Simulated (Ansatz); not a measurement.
Runs of Ansatz 0.2.0 on GaGe3. Symmetry: Fm-3m, No. 225, cubic system. The conventional cell has a = 6.774 Å, b = 6.774 Å, c = 6.774 Å, α = 90.00°, β = 90.00°, γ = 90.00°. Around Ge (site symmetry m-3m) lie 8 Ge at 2.93 Å. Ge (site symmetry -43m) has 4 Ge at 2.93 Å and 4 Ga at 2.93 Å as nearest neighbours. Around Ga (site symmetry m-3m) lie 8 Ge at 2.93 Å. The cell comes from a database or a generator and needn't be the stable form of this composition.

| task | level | cutoff (eV) | points for each segment of the path | gap on the mesh (eV) | pressure (GPa) | V0 of scaled cells (Å³/atom) | B0 (GPa) |
| --- | --- | --- | --- | --- | --- | --- | --- |
| equation of state | r2SCAN | 500 | - | - | - | (b) | 71 |
| equation of state | PBE | 420 | - | - | - | 19.27 | 63 |
| band structure | PBE | 420 | 14 | none | -0.5 | - | - |
| band structure | r2SCAN | 500 | 14 | none | -2.5 | - | - |
| band structure | LDA | 420 | 14 | none | (a) | - | - |

Alike in all rows: potentials or basis Ansatz PAW; no spin polarisation; cell as given; k mesh 7 × 7 × 7; smearing fermi-dirac 0.05 eV.

Q: Fill in the values left out.

A: (a) -5.5; (b) 18.68.

Caveats: the PAW data sets come from PBE, with cores solved anew for the run's functional, which leaves a small shift of forces and pressure (some runs); the PAW data sets were made with another functional, which shifts forces and pressure a little (some runs).

A k mesh can miss the band edges, and the runs leave out spin-orbit coupling on Ga, Ge.

A gap of «none» marks a metal or a gap under the smearing width.
